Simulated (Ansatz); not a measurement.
# ZnS: how the settings move a relaxation

Question: which choices in the input matter for ZnS?

The COD entry's cell or inner coordinates are ideal or old and differ from later refinements, so a difference from it is no clean test against experiment.

Computed with Ansatz 0.2.0 (reference: DFT, LDA, PAW with Ansatz's default frozen-core files, scalar-relativistic; relaxation of cell and atoms, unless a step's input says otherwise).

1 further run of the same task is left out (set aside as unsound or not needed).

## Step 1: The starting structure

Symmetry: F-43m, No. 216, cubic system. Conventional cell: a = 5.404 Å, b = 5.404 Å, c = 5.404 Å, α = 90.00°, β = 90.00°, γ = 90.00°. Around Zn (site symmetry -43m) lie 4 S at 2.34 Å. S (site symmetry -43m) is surrounded by 4 Zn at 2.34 Å.

As a file:

```xyz
2
Lattice="0.0000 2.7020 2.7020 2.7020 0.0000 2.7020 2.7020 2.7020 0.0000" Properties=species:S:1:pos:R:3 pbc="T T T"
Zn    4.0530    4.0530    4.0530
S     0.0000    0.0000    0.0000
```

## Step 2: The reference run

input.yaml

```yaml
crystal:
  lattice:
    - [0.0, 2.702, 2.702]
    - [2.702, 0.0, 2.702]
    - [2.702, 2.702, 0.0]
  atoms:
    - { symbol: Zn, position: [0.75, 0.75, 0.75] }
    - { symbol: S, position: [0.0, 0.0, 0.0] }
kpoints:
  mp_grid: { grid: [12, 12, 12] }
scf:
  occupations: { method: fermi_dirac, width: 0.1 }
hamiltonian:
  xc: lda
  pseudopotentials: { kind: paw }
relax:
  f_tol: 0.002
  max_steps: 80
  cell: {}
output:
  forces: true
  stress: true
```

Started as:

```sh
> ansatz run input.yaml --threads 2 --pin off --max-ram 5120MiB --backend cpu --events-out ev --progress --plain --runs-dir out
```

## Step 3: A run with other settings

input.yaml: that of step 2 with these lines changed.

```diff
@@ -9,5 +9,5 @@
 kpoints:
-  mp_grid: { grid: [12, 12, 12] }
+  mp_grid: { grid: [6, 6, 6], shift: [0.5, 0.5, 0.5] }
 scf:
-  occupations: { method: fermi_dirac, width: 0.1 }
+  occupations: { method: fixed }
 hamiltonian:
@@ -22 +22,5 @@
   stress: true
+  write_density: true
+  write_potential: true
+  elf: true
+  volumetric_format: npy
```

(Steps that only read results are left out.)

**Question.** What will these runs give? Wanted: for each run, ending; energy change; pressure; gap; force.

**Answer**, as computed:

| run | ending | energy change | pressure (GPa) | gap (eV) | force (eV/Å) | cycles | time |
| --- | --- | --- | --- | --- | --- | --- | --- |
| reference | converged | 0 | 0.0 | 2.13 | 0.00 | 26 | 8.3 s |
| 1: mp_grid.grid [6, 6, 6], mp_grid.shift [0.5, 0.5, 0.5], occupations.method fixed | converged | 0.0 meV/atom (σ→0) | 0.0 | 2.69 | 0.00 | 26 | 4.5 s |

Times don't compare one to one where runs were asked for different outputs or read a saved state (see the inputs); cycles may leave out searches for a lower state.

What this shows: Changing the k-point mesh and smearing moves the energy by 0.0 meV/atom (σ→0 values), and the gap on the mesh goes from 2.13 to 2.69 eV. More than one kind of setting changed, and this run alone doesn't tell their shares apart. A gap read on a mesh depends on which points the mesh holds, and a coarse mesh shifts the density too.

These are semilocal Kohn-Sham gaps, which aren't the measured quantity. Such gaps usually fall short of the measured ones.
